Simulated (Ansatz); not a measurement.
# CH₄ClGeNO: a ladder of functionals and wavefunction methods

Aim: compute CH₄ClGeNO with functionals from several rungs and with coupled cluster, and see how far each lands from CCSD(T) at the basis-set limit for the atomisation energy.

Program: Ansatz 0.2.0, Gaussian basis. Level of theory: functionals in def2-TZVPP, the program's frozen cores in correlated methods. These are calculated values, not measurements.

The runs, in order: PBE-D4, r2SCAN-D4, PBE0-D4, B3LYP-D4, ωB97X-V, ωB97M-V, B2PLYP; CCSD(T)/def2-TZVPP; MP2/def2-QZVPP; extrapolation to the limit.

### Step 1. Structure used throughout

An earlier PBE0-D4 in a triple-zeta def2 set relaxation fixed the geometry.

9 atoms, charge 0, spin multiplicity 1.

Atoms are counted from 1 here; the program's logs count them from 0.

Bond lengths: Cl1–Ge2 2.137 Å, Ge2–N3 1.833 Å, Ge2–O5 1.792 Å, Ge2–H6 1.533 Å, N3–C4 1.471 Å, N3–H7 1.009 Å, C4–O5 1.430 Å, C4–H8 1.095 Å, C4–H9 1.097 Å. Angles: Cl1–Ge2–N3 115.0°, Cl1–Ge2–O5 113.8°, Cl1–Ge2–H6 105.9°, N3–Ge2–O5 77.3°, N3–Ge2–H6 124.8°, O5–Ge2–H6 118.2°, Ge2–N3–C4 88.5°, Ge2–N3–H7 122.7°, C4–N3–H7 116.6°, N3–C4–O5 102.5°, N3–C4–H8 111.7°, N3–C4–H9 113.0°, O5–C4–H8 109.3°, O5–C4–H9 110.6°, H8–C4–H9 109.5°, Ge2–O5–C4 91.4°.

As a file:

```
Cl   -2.2523    0.4825    1.8388
Ge   -0.6715    0.8398    0.4461
N     0.7681   -0.2841    0.6023
C     0.4373   -0.8278   -0.7244
O    -0.7826   -0.1519   -1.0418
H    -0.5806    2.3627    0.2970
H     1.7110    0.0526    0.7296
H     0.2546   -1.9071   -0.6866
H     1.2045   -0.6130   -1.4782
```

### Step 2. PBE-D4 (GGA)

Input file in.yaml:

```yaml
crystal:
  periodic: [false, false, false]
  atoms:
    - {symbol: Cl, position_ang: [-2.252334, 0.482529, 1.838752]}
    - {symbol: Ge, position_ang: [-0.671528, 0.839843, 0.446110]}
    - {symbol: N, position_ang: [0.768083, -0.284146, 0.602259]}
    - {symbol: C, position_ang: [0.437324, -0.827771, -0.724411]}
    - {symbol: O, position_ang: [-0.782650, -0.151898, -1.041815]}
    - {symbol: H, position_ang: [-0.580649, 2.362651, 0.296988]}
    - {symbol: H, position_ang: [1.711028, 0.052552, 0.729627]}
    - {symbol: H, position_ang: [0.254639, -1.907104, -0.686566]}
    - {symbol: H, position_ang: [1.204485, -0.612958, -1.478245]}
basis:
  gaussian: {orbitals: def2-TZVPP}
hamiltonian: {xc: pbe, dispersion: d4}
output: {forces: true, orbitals: {seedname: orbitals}}
```

The run is started by

```bash
$ ansatz run in.yaml --threads 4 --pin off --events-out ev --progress --plain --max-ram 10444MiB
```

After this run come: r2SCAN-D4 (meta-GGA); PBE0-D4 (hybrid); B3LYP-D4 (hybrid); ωB97X-V (range-separated); ωB97M-V (range-separated); B2PLYP (double hybrid); CCSD(T) in def2-TZVPP; MP2 in def2-QZVPP.

**Question.** What will the summary of the whole plan be? Wanted: atomisation energy, CCSD(T)/CBS; farthest; mean size of error, hybrid; mean size of error, range-separated; gap, smallest and largest; T1 diagnostic; triples share of the correlation energy.

The runs gave:

```
                               quantity                                 value
        atomisation energy, CCSD(T)/CBS                        752.8 kcal/mol
functionals within 7.5 kcal/mol (1.0 %)  r2SCAN-D4, PBE0-D4, ωB97X-V, ωB97M-V
                               farthest               PBE-D4 (+19.3 kcal/mol)
             mean size of error, hybrid                          4.5 kcal/mol
    mean size of error, range-separated                          2.4 kcal/mol
              gap, smallest and largest  4.63 eV (PBE-D4), 11.42 eV (ωB97X-V)
                          T1 diagnostic                                0.0118
triples share of the correlation energy                                 4.0 %
```

What this shows: PBE-D4 is off by +19.3 kcal/mol. Double hybrids carry the basis error of their MP2 part in triple zeta, and no dispersion term here, so their miss is partly the set-up's. Misses under about 7.5 kcal/mol are within the doubt on the reference itself, which lacks core-valence correlation, relativity and higher excitations, and its outer-core shells are covered unevenly. Hartree-Fock recovers 66 % of the binding; the rest is correlation. The gap grows from 4.6 to 11.4 eV across the functionals, mostly with the share of exact exchange. Correlated methods include outer-core shells of Ge, which these sets cover unevenly.
